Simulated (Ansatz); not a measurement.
## AgRh under changes of volume

One of the cells (16.064 Å³/atom); the others are scaled copies at fixed shape and fractional positions:

```
Ag Rh
1.0
     2.77759    0.00000    0.00000
    -1.38879    2.40546    0.00000
     0.00000    0.00000    4.80860
Ag Rh
1 1
Direct
  0.00000 0.00000 0.50000
  0.66667 0.33333 0.00000
```

The cell comes from a database or a generator and needn't be the stable form of this composition.

| Quantity | Value |
| --- | --- |
| Program | Ansatz 0.2.0 |
| Functional | LDA |
| Potentials or basis | all-electron LAPW, scalar-relativistic |
| Cutoff | 263 eV (chosen from the basis error) |
| Basis error allowed | 0.001 eV/atom |
| k mesh | 11 × 11 × 6 |
| Occupations | fermi-dirac, width 0.05 eV |
| Spin | no spin polarisation |

| volume (Å³/atom) | energy over the lowest point (meV/atom) | pressure (GPa) |
| --- | --- | --- |
| 15.100 | 0.00 | -6.4 |
| 15.421 | 16.60 | -9.9 |
| 15.743 | ? | ? |
| 16.064 | 68.62 | -15.6 |
| 16.385 | 102.41 | -17.9 |
| 16.707 | 140.44 | -19.8 |
| 17.028 | 182.12 | -21.5 |

**Question.** What does the run at 15.743 Å³/atom give?

**Answer.** Energy over the lowest point 39.77 meV/atom; pressure -13.0 GPa.

Worked out: A Birch-Murnaghan fit of order 3 (a polynomial in V^(-2/3)) to the other rows has no minimum within the range. It gives 39.82 meV/atom at 15.743 Å³/atom, against the run's 39.77, and -dE/dV = -13.0 GPa, against -13.0.

Energies are extrapolated to zero smearing.

The runs don't all hold the same shells in valence.
